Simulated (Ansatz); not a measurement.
# BrHInS radical: small, medium and large basis sets

One table from this session's results is given with a row withheld; the runs are named, their logs left out.

Computed with Ansatz 0.2.0, Gaussian basis. Level: one geometry, several basis sets.

The runs, in order: PBE0-D4/def2-SVP; ωB97M-V/def2-SVP; PBE0-D4/def2-QZVPP; ωB97M-V/def2-QZVPP; the functionals' def2-TZVPP values are taken from earlier runs.

## Structure used throughout

All runs share one geometry, relaxed beforehand with PBE0-D4 in a triple-zeta def2 set. In takes the def2 core potential; no spin-orbit term is included.

4 atoms, charge 0, spin multiplicity 2.

Atoms are counted from 1 here; the program's logs count them from 0.

Bond lengths: S1–In2 2.430 Å, S1–H4 1.344 Å, In2–Br3 2.505 Å. Angles: In2–S1–H4 92.9°, S1–In2–Br3 116.5°.

The first run:

File in.yaml:

```yaml
crystal:
  periodic: [false, false, false]
  atoms:
    - {symbol: S, position_ang: [-1.137354, -0.834485, 0.480629]}
    - {symbol: In, position_ang: [0.480249, 0.729583, -0.437097]}
    - {symbol: Br, position_ang: [2.897190, 0.144640, -0.132771]}
    - {symbol: H, position_ang: [-2.184485, -0.100037, 0.068940]}
basis:
  gaussian: {orbitals: def2-SVP}
magnetization: {spin_polarized: true, initial_magnetization: 1}
hamiltonian: {xc: pbe0, dispersion: d4}
output: {orbitals: {seedname: orbitals}}
```

Command:

```sh
$ ansatz run in.yaml --threads 4 --pin off --events-out ev --progress --plain --max-ram 10444MiB
```

Steps of the session up to this table: PBE0-D4 in def2-SVP; ωB97M-V in def2-SVP; PBE0-D4 in def2-QZVPP; ωB97M-V in def2-QZVPP.

One table of the session follows, with a row left open; its other results are not shown here.

It belongs to the step «Density functionals: the series». 

| functional | basis | HOMO (eV) | LUMO (eV) |
| --- | --- | --- | --- |
| PBE0-D4 | def2-SVP | -6.46 | -3.96 |
| PBE0-D4 | def2-TZVPP | ? | ? |
| PBE0-D4 | def2-QZVPP | -6.57 | -4.06 |
| ωB97M-V | def2-SVP | -8.36 | -2.31 |
| ωB97M-V | def2-TZVPP | -8.48 | -2.44 |
| ωB97M-V | def2-QZVPP | -8.50 | -2.49 |

**Question.** Estimate the row for PBE0-D4, def2-TZVPP.

The run gave: HOMO (eV): -6.55; LUMO (eV): -4.04. In the column «HOMO (eV)» it lies between PBE0-D4, def2-QZVPP (-6.57) and PBE0-D4, def2-SVP (-6.46).
